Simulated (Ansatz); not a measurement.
**U-r2SCAN/def2-SVPD run of quartet GaHBrO**

Aim: the energy of quartet GaHBrO. 

The calculation is run with Ansatz 0.2.0.

30 further runs of the same task are left out: 30 set aside as unsound or not needed. Runs told in other sessions of the task aren't counted.

**1. The system as given**

The species is GaHBrO (4 atoms), meant as a quartet with charge 0. SMILES of the parent species: `[OH][Ga][Br]`. The shape is that of a PBE0-D4/def2-TZVP optimisation. That shape belongs to the parent species and isn't relaxed for this state.

Bond lengths: O1–Ga2 1.795 Å, Ga2–Br3 2.313 Å, O1–H4 0.961 Å. Angles: O1–Ga2–Br3 116.0°, Ga2–O1–H4 114.2°.

**2. A single-point energy at U-r2SCAN/def2-SVPD**

Contents of in.yaml:

```yaml
crystal:
  periodic: [false, false, false]
  atoms:
    - {symbol: O, position_ang: [-0.945400, 0.045500, -0.527800]}
    - {symbol: Ga, position_ang: [0.607600, 0.441600, 0.280200]}
    - {symbol: Br, position_ang: [1.823300, -1.358700, 1.075700]}
    - {symbol: H, position_ang: [-1.429900, 0.811300, -0.848400]}
basis:
  gaussian:
    orbitals: def2-SVPD
magnetization:
  spin_polarized: true
  initial_magnetization: 3
hamiltonian:
  xc: {name: r2SCAN}
accuracy: high
output: {orbitals: {seedname: orbitals}}
```

Run with:

```console
$ ansatz run in.yaml --threads 1 --pin off --max-ram 2610MiB --events-out events.jsonl --progress --plain --runs-dir runs
```

Output:

```text
Warning: RAYON_NUM_THREADS=1 ignored (pool sized by the plan → 1); use --threads N
Functional definition: r2SCAN
  name "r2SCAN"
  parameter k0 = 0.174
  parameter k1 = 0.065
  parameter a1 = 4.9479
  exchange = r2scan_x(k0 = k0, k1 = k1, a1 = a1)
  correlation = r2scan_c
1980 factors; integrals over basis functions are off by at most 4.6e-9 eV
mean field evaluation 1: about -124457.2662 eV, gradient 4.6e1 eV
mean field evaluation 2: about -124318.3020 eV, gradient 1.4e2 eV
mean field evaluation 4: about -124457.0623 eV, gradient 3.8e1 eV
mean field evaluation 8: about -124463.9190 eV, gradient 1.4e1 eV
mean field evaluation 16: about -124466.0204 eV, gradient 5.4e-2 eV
mean field evaluation 32: about -124465.5217 eV, gradient 7.4e0 eV
mean field evaluation 64: about -124465.7612 eV, gradient 2.5e-1 eV
mean field -124466.02058822 eV, -4574.0418905181 hartree, gradient 2.7e-8 eV, S^2 3.756464; 8 other end points of the search recorded, 0 dependent functions left out
reference -124466.02060095 eV, -4574.0418909861 hartree; 39, 36 occupied and 71, 74 virtual orbitals, 1980 factors
Total energy: -124466.02060095 eV, -4574.0418909861 hartree
```

It took 87 s on 1 thread of Arm Neoverse V1, shared host; peak memory 0.5 GiB.

**3. Outcome**

At U-r2SCAN/def2-SVPD:

```
                          quantity           value
                      total energy  -4574.04189 Eh
HOMO energy (highest over α and β)        -2.74 eV
                              ⟨S²⟩           3.756
```
